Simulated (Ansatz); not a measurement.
I need a single point in a Gaussian basis of C4H5BrO, SMILES C=C(Br)C(C)=O. Use Ansatz's Python interface. Level of theory: B3LYP, def2-SVP basis, multiplicity 1.

```yaml
atoms:
  - { symbol: C, position_ang: [1.6178, 0.6299, 1.1180] }
  - { symbol: C, position_ang: [0.3761, 0.4708, 0.6578] }
  - { symbol: Br, position_ang: [-1.0390, 1.4280, 1.5302] }
  - { symbol: C, position_ang: [0.0845, -0.4164, -0.4928] }
  - { symbol: C, position_ang: [-1.3147, -0.5846, -0.9977] }
  - { symbol: O, position_ang: [1.0175, -1.0444, -1.0641] }
  - { symbol: H, position_ang: [2.4592, 0.1175, 0.6688] }
  - { symbol: H, position_ang: [1.8094, 1.2827, 1.9597] }
  - { symbol: H, position_ang: [-1.9581, -0.9962, -0.1921] }
  - { symbol: H, position_ang: [-1.7158, 0.3966, -1.3274] }
  - { symbol: H, position_ang: [-1.3370, -1.2840, -1.8605] }
```

Script `energy_c4h5bro.py`:
```python
# -*- coding: utf-8 -*-
"""Single point of C4H5BrO in a Gaussian basis."""

from pathlib import Path
import argparse

import ansatz as az
from ase import Atoms
import numpy as np
import pandas as pd

parser = argparse.ArgumentParser(description="Single point of C4H5BrO in a Gaussian basis.")
parser.add_argument("--basis-set", required=True, help="basis")
parser.add_argument("--functional", required=True, help="exchange-correlation functional")
args = parser.parse_args()


def main():
    atoms = Atoms(["C", "C", "Br", "C", "C", "O", "H", "H", "H", "H", "H"], positions=[
        (1.6178, 0.6299, 1.118),
        (0.3761, 0.4708, 0.6578),
        (-1.039, 1.428, 1.5302),
        (0.0845, -0.4164, -0.4928),
        (-1.3147, -0.5846, -0.9977),
        (1.0175, -1.0444, -1.0641),
        (2.4592, 0.1175, 0.6688),
        (1.8094, 1.2827, 1.9597),
        (-1.9581, -0.9962, -0.1921),
        (-1.7158, 0.3966, -1.3274),
        (-1.337, -1.284, -1.8605),
    ])
    system = az.Crystal.molecule_from_ase(atoms)

    base = (
        system.calculation()
        .basis(gaussian=args.basis_set)
        .functional(args.functional)
        .accuracy("medium")
        .forces()
        .orbitals()
    )
    result = base.run(threads=1, runs_dir="out")
    data = result.report

    print(f"E = {data['free_energy_ev']:.6f} eV = {data['free_energy_ev'] / 27.211386246:.7f} Ha")
    print("converged:", data["converged"], " doubts:", data["published_state_doubts"] or "none")

    field = data["mean_field"]
    print("<S^2> =", round(abs(field["state"]["spin_squared"]), 4), " relativity:", field["relativity"])
    print("passes:", field["passes"])
    if "symmetry" in field:
        print("occupied orbitals by irrep:", field["symmetry"]["occupied"])

    symbols = [site.symbol for site in system.cartesian_sites]
    print("forces (eV/A)")
    for symbol, f in zip(symbols, data["forces_ev_ang"]):
        print(f"  {symbol:2s} {f[0]:9.4f} {f[1]:9.4f} {f[2]:9.4f}")

    charges = data["charge_distribution"]
    table = pd.DataFrame({"atom": symbols, "mulliken": charges["mulliken_charges_e"], "lowdin": charges["lowdin_charges_e"]})
    print(table.round(3).to_string())
    print("dipole (e A):", np.round(charges["dipole_moment_e_ang"], 4) + 0.0)

    lines = Path(data["orbitals_path"]).read_text().splitlines()
    field_of = lambda key: [line.split("=")[1].strip() for line in lines if line.startswith(key)]
    orbitals = [(27.211386 * float(e), s, float(n)) for e, s, n in zip(field_of("Ene="), field_of("Spin="), field_of("Occup="))]
    homo = max(e for e, _, n in orbitals if n > 0.5)
    lumo = min(e for e, _, n in orbitals if n < 0.5)
    for e, spin, n in sorted(orbitals):
        if homo - 15 < e < lumo + 5:
            print(f"{spin:6s} {e:10.3f} eV  occupation {n:.0f}")


if __name__ == "__main__":
    main()
```

```console
$ python energy_c4h5bro.py --basis-set def2-SVP --functional B3LYP
E = -76309.647343 eV = -2804.3278153 Ha
converged: True  doubts: none
<S^2> = 0.0  relativity: none
passes: {'evaluations': 17, 'products': 13}
occupied orbitals by irrep: [{'A': 36}, {'A': 36}]
forces (eV/A)
  C     0.0959    0.1748    0.2340
  C     0.1578    0.1917    0.2694
  Br   -0.1390   -0.0804   -0.1283
  C     2.0094   -2.1916   -2.2596
  C    -0.5242   -0.0869   -0.2182
  O    -1.9512    1.7437    1.7225
  H     0.1315   -0.2703   -0.3032
  H     0.1214    0.1985    0.2697
  H    -0.0075    0.2944   -0.1987
  H    -0.1012   -0.2423    0.2389
  H     0.2070    0.2684    0.3735
   atom  mulliken  lowdin
0     C     0.063   0.078
1     C    -0.117  -0.267
2    Br    -0.042   0.209
3     C     0.055  -0.141
4     C     0.040   0.009
5     O    -0.233   0.034
6     H     0.059   0.015
7     H     0.040   0.005
8     H     0.047   0.020
9     H     0.047   0.020
10    H     0.039   0.016
dipole (e A): [-0.1551  0.1912  0.2014]
Alpha     -20.471 eV  occupation 2
Alpha     -20.374 eV  occupation 2
Alpha     -17.297 eV  occupation 2
Alpha     -14.181 eV  occupation 2
Alpha     -13.476 eV  occupation 2
Alpha     -12.697 eV  occupation 2
Alpha     -12.385 eV  occupation 2
Alpha     -11.532 eV  occupation 2
Alpha     -11.027 eV  occupation 2
Alpha     -10.422 eV  occupation 2
Alpha     -10.304 eV  occupation 2
Alpha      -9.224 eV  occupation 2
Alpha      -8.340 eV  occupation 2
Alpha      -7.371 eV  occupation 2
Alpha      -7.187 eV  occupation 2
Alpha      -2.278 eV  occupation 0
Alpha      -0.251 eV  occupation 0
Alpha       0.980 eV  occupation 0
Alpha       1.916 eV  occupation 0
Alpha       2.610 eV  occupation 0
```

Reading the output:
- These settings explore the input space; basis and method may be short of convergence.
- The geometry is a force-field or estimated start, not a minimum of this method, and the basis set is short of its limit.
- The Löwdin charges here are taken after orthogonalising the functions within each atom; they differ from plain Löwdin charges, and their signs can be unphysical.
- Alpha marks a spatial orbital of a restricted run, filled by both spins.
- Levels such as HOMO and LUMO are orbital energies: with these approximate functionals they aren't the ionisation energy and electron affinity, and their gap isn't the fundamental gap.
- Timing: 7.8 s on 1 thread of Intel(R) Xeon(R) 6975P-C (Granite Rapids), on a shared host, peak memory 0.42 GiB.

(A comment or docstring line of the script was reworded after the run, the code is as it ran; lines on the test bed's own set-up are left out of the output.)
